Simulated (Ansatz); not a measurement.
**C2H4Ge: one structure at several levels**

A test off equilibrium: a structure displaced at random from a GFN2-xTB minimum is computed at several levels, and each is set against CCSD(T).

The runs use Ansatz 0.2.0, Gaussian basis; single points in def2-TZVPP.

Correlated methods freeze the cores. Filled d shells of the heavier atoms are correlated.

**1. The starting structure**

SMILES `[CH]1=[CH][GeH2]1`, 7 atoms, charge 0, spin multiplicity 1.

Atoms are counted from 1 here; the program's logs count them from 0.

Bond lengths: C1–C2 1.316 Å, C1–Ge3 1.887 Å, C1–H4 1.141 Å, C2–Ge3 1.861 Å, C2–H5 1.080 Å, Ge3–H6 1.508 Å, Ge3–H7 1.513 Å. Angles: C2–C1–Ge3 68.4°, C2–C1–H4 126.2°, Ge3–C1–H4 164.7°, C1–C2–Ge3 70.5°, C1–C2–H5 141.2°, Ge3–C2–H5 145.9°, C1–Ge3–C2 41.1°, C1–Ge3–H6 111.3°, C1–Ge3–H7 114.4°, C2–Ge3–H6 121.7°, C2–Ge3–H7 129.5°, H6–Ge3–H7 108.1°.

As a file:

```xyz
7
charge 0, multiplicity 1
C    -0.7450   -0.5092   -0.1953
C     0.0545    0.1008   -1.0443
Ge    0.6641    0.3782    0.6922
H    -1.6215   -1.1890   -0.4646
H     0.3033    0.1287   -2.0951
H     0.1496    1.5130    1.5415
H     1.5138   -0.5166    1.5679
```

**2. CCSD(T)/def2-TZVPP**

The input, run/in.yaml:

```yaml
crystal:
  periodic: [false, false, false]
  atoms:
    - {symbol: C, position_ang: [-0.745000, -0.509200, -0.195300]}
    - {symbol: C, position_ang: [0.054500, 0.100800, -1.044300]}
    - {symbol: Ge, position_ang: [0.664100, 0.378200, 0.692200]}
    - {symbol: H, position_ang: [-1.621500, -1.189000, -0.464600]}
    - {symbol: H, position_ang: [0.303300, 0.128700, -2.095100]}
    - {symbol: H, position_ang: [0.149600, 1.513000, 1.541500]}
    - {symbol: H, position_ang: [1.513800, -0.516600, 1.567900]}
basis:
  gaussian: {orbitals: def2-TZVPP}
correlation: {method: ccsd_t}
output: {forces: true}
```

No record of the launch command was kept for these runs.

**3. PBE0-D4/def2-TZVPP**

Changes to run/in.yaml since step 2:

```diff
@@ -12,3 +12,3 @@
   gaussian: {orbitals: def2-TZVPP}
-correlation: {method: ccsd_t}
-output: {forces: true}
+hamiltonian: {xc: pbe0, dispersion: d4}
+output: {forces: true, orbitals: {seedname: orbitals}}
```

**4. wB97M-V/def2-TZVPP**

Changes to run/in.yaml since step 3:

```diff
@@ -12,3 +12,3 @@
   gaussian: {orbitals: def2-TZVPP}
-hamiltonian: {xc: pbe0, dispersion: d4}
-output: {forces: true, orbitals: {seedname: orbitals}}
+hamiltonian: {xc: {name: wB97M-V}}
+output: {forces: true}
```

**5. r2SCAN-D4/def2-TZVPP**

Changes to run/in.yaml since step 4:

```diff
@@ -12,3 +12,3 @@
   gaussian: {orbitals: def2-TZVPP}
-hamiltonian: {xc: {name: wB97M-V}}
+hamiltonian: {xc: r2scan, dispersion: d4}
 output: {forces: true}
```

**6. PBE-D4/def2-TZVPP**

Changes to run/in.yaml since step 5:

```diff
@@ -12,3 +12,3 @@
   gaussian: {orbitals: def2-TZVPP}
-hamiltonian: {xc: r2scan, dispersion: d4}
+hamiltonian: {xc: pbe, dispersion: d4}
 output: {forces: true}
```

**7. BHLYP-D4/def2-TZVPP**

Changes to run/in.yaml since step 6:

```diff
@@ -12,3 +12,3 @@
   gaussian: {orbitals: def2-TZVPP}
-hamiltonian: {xc: pbe, dispersion: d4}
+hamiltonian: {xc: {name: BHLYP}, dispersion: d4}
 output: {forces: true}
```

**8. revPBE-D4/def2-TZVPP**

Changes to run/in.yaml since step 7:

```diff
@@ -12,3 +12,3 @@
   gaussian: {orbitals: def2-TZVPP}
-hamiltonian: {xc: {name: BHLYP}, dispersion: d4}
+hamiltonian: {xc: {name: revPBE}, dispersion: d4}
 output: {forces: true}
```

(Steps that only read results are left out.)

**Question.** What will these runs give? Wanted: energy less free atoms, CCSD(T)/def2-TZVPP; RMS force component; RMS force error; HOMO and LUMO, PBE0-D4; T1 diagnostic.

**Answer**, as computed:

```
                                  quantity                                                                                              value
energy less free atoms, CCSD(T)/def2-TZVPP                                                                                    -558.0 kcal/mol
                       RMS force component                                                               0.871 to 1.047 eV/Å over the methods
                           RMS force error  PBE0-D4 0.309, wB97M-V 0.286, r2SCAN-D4 0.285, PBE-D4 0.232, BHLYP-D4 0.418, revPBE-D4 0.198 eV/Å
                    HOMO and LUMO, PBE0-D4                                                                                 -7.24 and -0.47 eV
                             T1 diagnostic                                                                                              0.013
```

In words: Against CCSD(T) the functionals' energies less atoms differ by -24.7 to +8.6 kcal/mol, PBE-D4 by -24.7 kcal/mol. CCSD(T) in triple zeta still lacks some correlation energy of the bonds, so part of these gaps is its own basis error and they don't rank the functionals. On forces the order runs from revPBE-D4 to BHLYP-D4. Frozen-core CCSD(T) forces in triple zeta carry basis errors of their own, and this is one geometry, so small gaps rank nothing.
